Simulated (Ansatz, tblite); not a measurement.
# Ga12P11 zinc blende off sphere (Ga₁₂P₁₁H₃₂−): one state, many levels

An exercise on one series of results from a longer session: the logs are not shown, and one member is left open.

Program: Ansatz 0.2.0, Gaussian basis. Level of theory: as each input shows. These are calculated values, not measurements.

Levels to be run: GFN1-xTB, GFN2-xTB, PBE-D4/def2-TZVP, r2SCAN-D4/def2-TZVP, HF/def2-TZVP, PBE-D4/def2-SVP, PBE0-D4/def2-SVP, HF/6-31G, B3LYP-D4/6-31G, MP2/def2-SVP.

1 further run of the same task is left out (set aside as unsound or not needed).

## The relaxed structure

The singlet was relaxed beforehand with PBE-D4/def2-SVP.

55 atoms, charge -1, spin multiplicity 1.

Bond lengths: P1–Ga13 2.440 Å, P1–Ga14 2.430 Å, P1–H24 1.430 Å, P1–H25 1.432 Å, P2–Ga12 2.424 Å, P2–Ga16 2.431 Å, P2–H26 1.434 Å, P2–H27 1.432 Å, P3–Ga15 2.438 Å, P3–Ga17 2.421 Å, P3–H28 1.434 Å, P3–H29 1.431 Å, P4–Ga13 2.355 Å, P4–Ga18 2.409 Å, P4–Ga19 2.410 Å, P4–H30 1.435 Å, P5–Ga15 2.380 Å, P5–Ga18 2.432 Å and more. Angles: Ga13–P1–Ga14 133.2°, Ga13–P1–H24 105.5°, Ga13–P1–H25 104.5°, Ga14–P1–H24 106.2°, Ga14–P1–H25 104.8°, H24–P1–H25 97.2°, Ga12–P2–Ga16 124.1°, Ga12–P2–H26 108.8°, Ga12–P2–H27 107.5°, Ga16–P2–H26 106.5°, Ga16–P2–H27 109.8°, H26–P2–H27 96.7°, Ga15–P3–Ga17 122.6°, Ga15–P3–H28 108.6°, Ga15–P3–H29 109.6°, Ga17–P3–H28 109.0°, Ga17–P3–H29 106.8°, H28–P3–H29 97.3° and more.

The ion is computed in the gas phase, without counter-ions or solvent.

PBE0-D4/def2-TZVP was run before; its log isn't repeated, and its numbers join the tables.

The first run:

Tight binding, by tblite at 300 K electronic temperature and without a spin-polarisation term:

```python
tblite.interface.Calculator('GFN1-xTB', numbers, positions, charge=-1, uhf=0).singlepoint()
```

Tight binding, by tblite at 300 K electronic temperature and without a spin-polarisation term:

```python
tblite.interface.Calculator('GFN2-xTB', numbers, positions, charge=-1, uhf=0).singlepoint()
```

start.molden holds the orbitals of an earlier run on this state, given as this run's starting guess.

The input, in.yaml:

```yaml
crystal:
  periodic: [false, false, false]
  atoms:
    - {symbol: P, position_ang: [-4.017030, 1.856228, -0.728034]}
    - {symbol: P, position_ang: [-1.923218, -3.262334, 2.236040]}
    - {symbol: P, position_ang: [1.177418, -3.618784, -0.572421]}
    - {symbol: P, position_ang: [-1.382585, 1.605511, -3.451774]}
    - {symbol: P, position_ang: [1.068833, -1.066677, -3.343841]}
    - {symbol: P, position_ang: [-1.580729, -1.025512, -0.682670]}
    - {symbol: P, position_ang: [-1.401722, 1.700219, 1.998730]}
    - {symbol: P, position_ang: [1.156651, -1.014553, 2.121127]}
    - {symbol: P, position_ang: [1.209601, 1.727341, -0.753533]}
    - {symbol: P, position_ang: [3.717608, -1.087354, -0.700152]}
    - {symbol: P, position_ang: [3.588621, 1.852551, 2.182094]}
    - {symbol: Ga, position_ang: [-3.280900, -1.952931, 0.714343]}
    - {symbol: Ga, position_ang: [-2.866938, 0.279522, -2.192729]}
    - {symbol: Ga, position_ang: [-3.542339, 2.708896, 1.497101]}
    - {symbol: Ga, position_ang: [-0.367714, -2.476739, -2.073549]}
    - {symbol: Ga, position_ang: [-0.158785, -2.335127, 3.627801]}
    - {symbol: Ga, position_ang: [2.608809, -2.430787, 0.976731]}
    - {symbol: Ga, position_ang: [-0.149110, 0.232574, -4.999752]}
    - {symbol: Ga, position_ang: [-0.343112, 3.150190, -1.921974]}
    - {symbol: Ga, position_ang: [2.520579, 0.432694, -2.195567]}
    - {symbol: Ga, position_ang: [-0.076256, 0.288207, 0.575045]}
    - {symbol: Ga, position_ang: [2.392538, 0.348153, 3.662416]}
    - {symbol: Ga, position_ang: [2.509808, 3.272607, 0.523722]}
    - {symbol: H, position_ang: [-4.296033, 2.999376, -1.541046]}
    - {symbol: H, position_ang: [-5.358144, 1.358905, -0.649854]}
    - {symbol: H, position_ang: [-2.788391, -3.998159, 3.111233]}
    - {symbol: H, position_ang: [-1.425140, -4.390256, 1.507391]}
    - {symbol: H, position_ang: [1.975469, -4.526783, -1.343035]}
    - {symbol: H, position_ang: [0.467849, -4.600989, 0.189354]}
    - {symbol: H, position_ang: [-2.268739, 2.375762, -4.277521]}
    - {symbol: H, position_ang: [1.923310, -1.946014, -4.089948]}
    - {symbol: H, position_ang: [-1.516087, 0.986637, 3.232846]}
    - {symbol: H, position_ang: [-0.498422, 2.724948, 2.419645]}
    - {symbol: H, position_ang: [4.529751, -1.970856, -1.484840]}
    - {symbol: H, position_ang: [4.786402, -0.399186, -0.042125]}
    - {symbol: H, position_ang: [4.674356, 1.140932, 1.577073]}
    - {symbol: H, position_ang: [4.392759, 2.699833, 3.013506]}
    - {symbol: H, position_ang: [-4.235290, -2.933439, -0.083651]}
    - {symbol: H, position_ang: [-3.855474, -0.754893, 1.587408]}
    - {symbol: H, position_ang: [-3.974455, -0.555338, -2.956416]}
    - {symbol: H, position_ang: [-4.606558, 2.054542, 2.468808]}
    - {symbol: H, position_ang: [-3.328698, 4.269107, 1.369725]}
    - {symbol: H, position_ang: [-1.139472, -3.568983, -2.914594]}
    - {symbol: H, position_ang: [0.703530, -3.552248, 4.170981]}
    - {symbol: H, position_ang: [-0.943694, -1.367426, 4.611092]}
    - {symbol: H, position_ang: [3.610872, -3.399216, 1.718923]}
    - {symbol: H, position_ang: [-1.150499, -0.736478, -5.760654]}
    - {symbol: H, position_ang: [0.918547, 1.103268, -5.787051]}
    - {symbol: H, position_ang: [0.433140, 4.292935, -2.700723]}
    - {symbol: H, position_ang: [-1.466773, 3.523548, -0.847742]}
    - {symbol: H, position_ang: [3.587613, 1.123857, -3.132461]}
    - {symbol: H, position_ang: [1.376794, 1.290347, 4.435383]}
    - {symbol: H, position_ang: [3.457910, -0.539769, 4.434510]}
    - {symbol: H, position_ang: [1.536542, 4.168800, 1.402703]}
    - {symbol: H, position_ang: [3.654593, 3.912038, -0.367573]}
basis:
  gaussian: {orbitals: def2-TZVP, fitting: {mean_field: def2-universal-jkfit}, initial_orbitals: start.molden}
total_charge: -1
hamiltonian: {xc: pbe, dispersion: d4}
scf: {omitted_lower_state_checks: [starts]}
output: {forces: true, orbitals: {seedname: orbitals}}
```

Command:

```bash
> ansatz run in.yaml --threads 11 --pin off --events-out ev --progress --plain --max-ram 166912MiB --backend cuda --devices 0, --max-vram 75GiB
```

Among the steps run: PBE-D4/def2-TZVP; r2SCAN-D4/def2-TZVP; HF/def2-TZVP; PBE-D4/def2-SVP; PBE0-D4/def2-SVP; HF/6-31G; B3LYP-D4/6-31G; MP2/def2-SVP.

One table of the session follows, with a row left open; its other results are not shown here.

```
              level  HOMO (eV)  LUMO (eV)  gap (eV)
           HF/6-31G      -6.50       4.28     10.78
       HF/def2-TZVP      -6.56       4.10     10.66
    PBE-D4/def2-SVP      -3.27       0.51      3.78
   PBE-D4/def2-TZVP      -3.35       0.23      3.58
r2SCAN-D4/def2-TZVP      -3.59       0.35      3.94
     B3LYP-D4/6-31G      -4.05       1.29      5.34
   PBE0-D4/def2-SVP      -4.28       1.24      5.52
  PBE0-D4/def2-TZVP          ?          ?         ?
```

Estimate the missing values for PBE0-D4/def2-TZVP.

The run gave: HOMO (eV): -4.32; LUMO (eV): 0.97; gap (eV): 5.29. In the column «HOMO (eV)» it lies between HF/6-31G (-6.50) and PBE0-D4/def2-SVP (-4.28).
